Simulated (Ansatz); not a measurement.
# CH₃BOS, SMILES SC1BO1: a rigid scan of one bond length

Computed with Ansatz 0.2.0 through its Python package.

`ch3bos.xyz`
```text
7

S    -1.33170    0.16070   -1.12110
C    -0.34720   -0.00240    0.34050
B     1.00740   -0.68540    0.04820
O    -0.10880   -1.30790    0.65630
H    -0.91120    1.50900   -1.36340
H    -0.45810    0.66660    1.23150
H     2.21100   -0.40860    0.16230
```

The cells in order, each with its output:

```python
import ansatz
import numpy as np

mol = ansatz.Crystal.molecule_from_extxyz("ch3bos.xyz")
```

```python
symbols = [site.symbol for site in mol.cartesian_sites]
start = np.array([site.position_ang for site in mol.cartesian_sites])
axis = (start[6] - start[2]) / np.linalg.norm(start[6] - start[2])
moving = [6]
lengths, energies = [1.091, 1.141, 1.191, 1.24, 1.29, 1.34, 1.389, 1.464], []
for length in lengths:
    xyz = start.copy()
    xyz[moving] += (length - np.linalg.norm(start[6] - start[2])) * axis
    point = ansatz.Crystal.molecule()
    for symbol, place in zip(symbols, xyz):
        point = point.atom(symbol, place.tolist())
    calculation = (
        point.calculation()
        .basis(gaussian="def2-SVP")
        .functional("r2scan0")
        .accuracy("medium")
    )
    summary = calculation.run().report
    energies.append(summary["free_energy_ev"])
    print(f"r = {length:6.3f} A  E = {energies[-1]:.5f} eV  <S^2> = {abs(summary['mean_field']['state']['spin_squared']):.3f}")

# quartic fit about the minimum
fit = np.polynomial.Polynomial.fit(lengths, np.array(energies) - min(energies), 4).convert()
roots = [r.real for r in fit.deriv().roots() if abs(r.imag) < 1e-9 and fit.deriv(2)(r.real) > 0]
r_e = min(roots, key=lambda r: abs(r - lengths[int(np.argmin(energies))]))
print(f"minimum of the fit at {r_e:.4f} A, force constant {fit.deriv(2)(r_e):.2f} eV/A^2")
```

    r =  1.091 A  E = -14632.88858 eV  <S^2> = 0.000
    r =  1.141 A  E = -14633.00023 eV  <S^2> = 0.000
    r =  1.191 A  E = -14633.02939 eV  <S^2> = 0.000
    r =  1.240 A  E = -14632.99490 eV  <S^2> = 0.000
    r =  1.290 A  E = -14632.90932 eV  <S^2> = 0.000
    r =  1.340 A  E = -14632.78422 eV  <S^2> = 0.000
    r =  1.389 A  E = -14632.63229 eV  <S^2> = 0.000
    r =  1.464 A  E = -14632.35943 eV  <S^2> = 0.000
    minimum of the fit at 1.1867 A, force constant 26.55 eV/A^2

The settings weren't tested for convergence. The rest of the molecule is held rigid at a force-field or estimated start geometry, and the basis set is modest; single-reference methods fail as a bond breaks. The orbitals are restricted, so S² is zero by construction. The whole script took 24 s on 1 thread of Intel(R) Xeon(R) Platinum 8259CL CPU @ 2.50GHz (Skylake/Cascade Lake), with other jobs on the host, peak memory 0.23 GiB.
